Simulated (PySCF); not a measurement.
Molecule: FAlBrH, in a box.

```
CELL_PARAMETERS angstrom
12.00000 0.00000 0.00000
0.00000 12.00000 0.00000
0.00000 0.00000 12.00000
ATOMIC_POSITIONS crystal
F 0.59806 0.40847 0.59783
Al 0.54700 0.48279 0.49759
Br 0.40388 0.40578 0.40528
H 0.59317 0.59655 0.47896
```

The cell isn't the ideal one: atoms moved at random, drawn with an rms of 0.05 Å.

Base run:

* Program: PySCF 2.14.0
* Functional: HSE06
* Dispersion: D4
* Potentials or basis: 6-31g* (all-electron)
* k mesh: 1 × 1 × 1
* Occupations: fixed
* Spin: no spin polarisation

Its results: gap between the frontier levels 6.82 eV.

Problem. After a change of settings the same cell gave: gap between the frontier levels 7.21 eV. Which change was it?
A. functional from HSE06 to MN15-L; dispersion from D4 to D3
B. functional from HSE06 to X3LYP; dispersion from D4 to D3(BJ)
C. functional from HSE06 to HSE03; dispersion from D4 to none

Solution. B.

Caveats: this is a molecule in a periodic box at the Γ point, so its band gap is the HOMO-LUMO gap; relativity is left out, which matters for the heavier elements; the basis of atomic orbitals isn't converged, which shifts pressures, moduli and gaps; this program's HSE differs a little from the usual definition (some runs).

Runs at the PBE level aren't shown here.
